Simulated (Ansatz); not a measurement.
# GeIrPd3: the cost of one run

Method: DFT PBE, scalar-relativistic, plane waves, PAW, unless a step names another level, in Ansatz 0.2.0.

4 further runs of the same task are left out: 3 that didn't finish, 1 set aside as unsound or not needed.

## (1) The structure to begin with

The structure is monoclinic, space group Cm (No. 8). The conventional cell has a = 8.414 Å, b = 4.025 Å, c = 5.658 Å, α = 90.00°, β = 127.89°, γ = 90.00°. Ge (site symmetry m) is surrounded by 3 Ir at 2.56 to 2.89 Å and 9 Pd at 2.57 to 3.07 Å. Around Pd (site symmetry m) lie 1 Ge at 2.57 Å and 6 Pd at 2.63 to 2.91 Å and 3 Ir at 2.67 to 2.84 Å. Around Pd (site symmetry m) lie 3 Ge at 2.61 to 2.89 Å and 6 Pd at 2.74 to 2.91 Å and 3 Ir at 2.88 to 2.98 Å. Around Pd (site symmetry m) lie 3 Ge at 2.59 to 2.99 Å and 6 Pd at 2.63 to 2.85 Å and 3 Ir at 2.80 to 2.87 Å. Around Ir (site symmetry m) lie 3 Ge at 2.56 to 2.89 Å and 9 Pd at 2.67 to 2.98 Å.

As a file:

```
Ge Pd Ir
1.0
     4.20695   -2.01256    0.01198
     4.20695    2.01256    0.01198
    -3.48734    0.00000    4.45529
Ge Pd Ir
1 3 1
Direct
  0.00499 0.00499 0.00635
  0.17632 0.17632 0.57098
  0.59906 0.59906 0.82150
  0.81513 0.81513 0.43224
  0.40450 0.40450 0.16893
```

It came out lowest among 12 distinct ends of the trial cells. At a tolerance of 0.05 Å it has space group Cm (No. 8).

## (2) Tight relaxation for the response runs, on the response runs' mesh and smearing

Input file input.yaml:

```yaml
crystal:
  lattice:
    - [4.2069528821, -2.0125648449, 0.0119766307]
    - [4.2069528821, 2.0125648449, 0.0119766307]
    - [-3.4873361836, 0.0, 4.4552872763]
  atoms:
    - { symbol: Ge, position: [0.0049872628, 0.0049872628, 0.0063510318] }
    - { symbol: Pd, position: [0.1763242974, 0.1763242974, 0.5709788751] }
    - { symbol: Pd, position: [0.5990572743, 0.5990572743, 0.821500665] }
    - { symbol: Pd, position: [0.8151322957, 0.8151322957, 0.4322361051] }
    - { symbol: Ir, position: [0.4044988698, 0.4044988698, 0.168933323] }
basis:
  ecutwfc: 420
kpoints:
  mp_grid: { grid: [10, 10, 8] }
hamiltonian:
  xc: pbe
scf:
  occupations: { method: gaussian, width: 0.1 }
output:
  forces: true
  stress: true
  eigenvalues: true
relax:
  adjacent_minimum: "off"
  f_tol: 0.001
  max_steps: 60
  cell: { stress_tol: 0.01 }
```

Launch:

```bash
$ ansatz run input.yaml --threads 3 --pin off --max-ram 7680MiB --backend cpu --events-out ev --progress --plain --runs-dir out
```

What time and memory should one allow on 3 threads of Intel Xeon Platinum 8259CL at 2.50GHz (Skylake/Cascade Lake), shared host?

About 2.9 min, with a peak of 0.95 GiB.
